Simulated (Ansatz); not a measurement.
**C2H5BrSi: up Jacob's ladder to CCSD(T)**

The task here is to estimate one member of a computed series from the others.

The runs use Ansatz 0.2.0, Gaussian basis; functionals in def2-TZVPP, the program's frozen cores in correlated methods.

Levels to be run: PBE-D4, r2SCAN-D4, PBE0-D4, B3LYP-D4, ωB97X-V, ωB97M-V, B2PLYP; CCSD(T)/def2-TZVPP; MP2/def2-QZVPP; extrapolation to the limit.

## Structure used throughout

All runs share one geometry, relaxed beforehand with PBE0-D4 in a triple-zeta def2 set.

9 atoms, charge 0, spin multiplicity 1.

Atoms are counted from 1 here; the program's logs count them from 0.

Bond lengths: Br1–Si2 2.207 Å, Si2–C3 1.831 Å, Si2–C4 1.831 Å, Si2–H5 1.474 Å, C3–C4 1.560 Å, C3–H6 1.085 Å, C3–H7 1.086 Å, C4–H8 1.085 Å, C4–H9 1.086 Å. Angles: Br1–Si2–C3 119.6°, Br1–Si2–C4 119.5°, Br1–Si2–H5 111.1°, C3–Si2–C4 50.4°, C3–Si2–H5 122.0°, C4–Si2–H5 122.0°, Si2–C3–C4 64.8°, Si2–C3–H6 119.3°, Si2–C3–H7 119.8°, C4–C3–H6 115.7°, C4–C3–H7 116.4°, H6–C3–H7 112.7°, Si2–C4–C3 64.8°, Si2–C4–H8 119.3°, Si2–C4–H9 119.8°, C3–C4–H8 115.6°, C3–C4–H9 116.4°, H8–C4–H9 112.7°.

Set-up of the first run:

File in.yaml:

```yaml
crystal:
  periodic: [false, false, false]
  atoms:
    - {symbol: Br, position_ang: [-1.336453, -0.347234, -2.500759]}
    - {symbol: Si, position_ang: [-0.404493, 0.600932, -0.739609]}
    - {symbol: C, position_ang: [0.970257, -0.248415, 0.121779]}
    - {symbol: C, position_ang: [-0.401243, -0.281435, 0.864994]}
    - {symbol: H, position_ang: [-0.485107, 2.070378, -0.823631]}
    - {symbol: H, position_ang: [1.324075, -1.202811, -0.254348]}
    - {symbol: H, position_ang: [1.757538, 0.336128, 0.587682]}
    - {symbol: H, position_ang: [-0.873727, -1.255746, 0.935924]}
    - {symbol: H, position_ang: [-0.462248, 0.282104, 1.790869]}
basis:
  gaussian: {orbitals: def2-TZVPP}
hamiltonian: {xc: pbe, dispersion: d4}
output: {forces: true, orbitals: {seedname: orbitals}}
```

Started as:

```sh
ansatz run in.yaml --threads 4 --pin off --events-out ev --progress --plain --max-ram 10444MiB
```

Among the steps run: PBE-D4 (GGA); r2SCAN-D4 (meta-GGA); PBE0-D4 (hybrid); B3LYP-D4 (hybrid); ωB97X-V (range-separated); ωB97M-V (range-separated); B2PLYP (double hybrid); CCSD(T) in def2-TZVPP; MP2 in def2-QZVPP.

One of the session's tables, all rows but one given; the rest of the session is left out.

| method | atomisation energy (kJ/mol) |
| --- | --- |
| PBE-D4 | 3264.7 |
| r2SCAN-D4 | 3231.4 |
| PBE0-D4 | 3231.0 |
| B3LYP-D4 | 3196.1 |
| ωB97X-V | 3222.7 |
| ωB97M-V | ? |
| B2PLYP | 3167.4 |
| HF/def2-TZVPP | 2384.1 |
| MP2/def2-TZVPP | 3176.4 |
| CCSD/def2-TZVPP | 3081.9 |
| CCSD(T)/def2-TZVPP | 3128.5 |
| MP2/CBS | 3263.1 |
| CCSD(T)/CBS | 3215.2 |

Estimate the missing values for ωB97M-V.

The run gave: atomisation energy (kJ/mol): 3217.1. In the column «atomisation energy (kJ/mol)» it lies between CCSD(T)/CBS (3215.2) and ωB97X-V (3222.7).

Among the levels timed on like hardware and quicker than the yardstick, those that no quicker one beats, quickest first: PBE-D4 (2 s, +49.5 kJ/mol); PBE0-D4 (2.6 s, +15.8 kJ/mol); ωB97X-V (6.5 s, +7.5 kJ/mol); ωB97M-V (9.5 s, +2.0 kJ/mol).

B2PLYP carry no dispersion term (for B3LYP, D4 adds 31.7 kJ/mol).

To keep in mind: Free atoms (1 Br, 1 Si, 2 C, 5 H) were run apart at each level; the atomisation energy is their sum less the molecule, without zero-point or spin-orbit terms. All levels share the lack of spin-orbit coupling, which lowers the free heavy atoms and so the true binding.
